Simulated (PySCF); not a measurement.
# C₂H₅GaS₂Si: electronic excitations

What electronic excitations should C₂H₅GaS₂Si (`C1=C[S][GaH][S][SiH2]1`) show?

Computed with PySCF 2.14.0, with density-fitted response routines of our own, on a single molecule in the gas phase. Atoms count from 0, in the outputs and in this text.

**1. Starting geometry**

11 atoms, charge 0, multiplicity 1; geometry from: GFN2-xTB.

Bonds of the start (Å): C0–C1 1.33, C1–S2 1.77, S2–Ga3 2.26, Ga3–S4 2.21, S4–Si5 2.19, Si5–C0 1.88, C0–H6 1.08, C1–H7 1.08, Ga3–H8 1.57, Si5–H9 1.47, Si5–H10 1.46.

**2. TDDFT and polarisability: CAM-B3LYP/def2-SVPD**

Job settings and geometry (Å):

```
{"job": {"kind": "uv", "xc": "CAM-B3LYP", "basis": "def2-SVPD", "nstates": 8, "ntriplets": 3}, "charge": 0, "multiplicity": 1}
C     -0.984741     0.554934     0.749140
C     -0.312057     1.616709     0.303113
S      0.874024     1.728115    -0.999358
Ga     1.949160    -0.254494    -0.940221
S      1.161531    -1.983116     0.189609
Si    -0.900808    -1.232372     0.170622
H     -1.683256     0.752342     1.553711
H     -0.483180     2.600238     0.721843
H      3.325288    -0.276222    -1.696545
H     -1.392651    -1.385519    -1.206390
H     -1.547886    -2.117945     1.128512
```

With the program's defaults for keys left out, this is: TDDFT CAM-B3LYP/def2-SVPD, vertical, gas phase, core orbitals frozen in the response.

Run with:

```
$ OMP_NUM_THREADS=1 python probes_run.py task.json out
```

The driver reads the jobs from task.json and runs them one after another.

Predict these results of the whole session: lowest singlet (CAM-B3LYP/def2-SVPD); lowest triplet; surface potential, 1st and 99th percentile.

The runs gave:

| quantity | value |
| --- | --- |
| lowest singlet (CAM-B3LYP/def2-SVPD) | 4.66 eV (266 nm), f = 0.032 |
| lowest triplet | 3.63 eV |
| surface potential, 1st and 99th percentile | -0.67 V and 2.17 V |

The first singlet state (HOMO→LUMO 0.90) lies at 4.66 eV and is weak; of the 8 states computed, the strongest absorption comes from states 4 to 5 together at 5.57 eV. The lowest triplet lies 1.03 eV below the lowest singlet (triplets in Tamm-Dancoff, singlets in full TDDFT). By nearest atom (CAM-B3LYP/def2-SVPD), the HOMO sits on S2 51 %; C0 23 % and the LUMO on Ga3 46 %; H8 18 %.
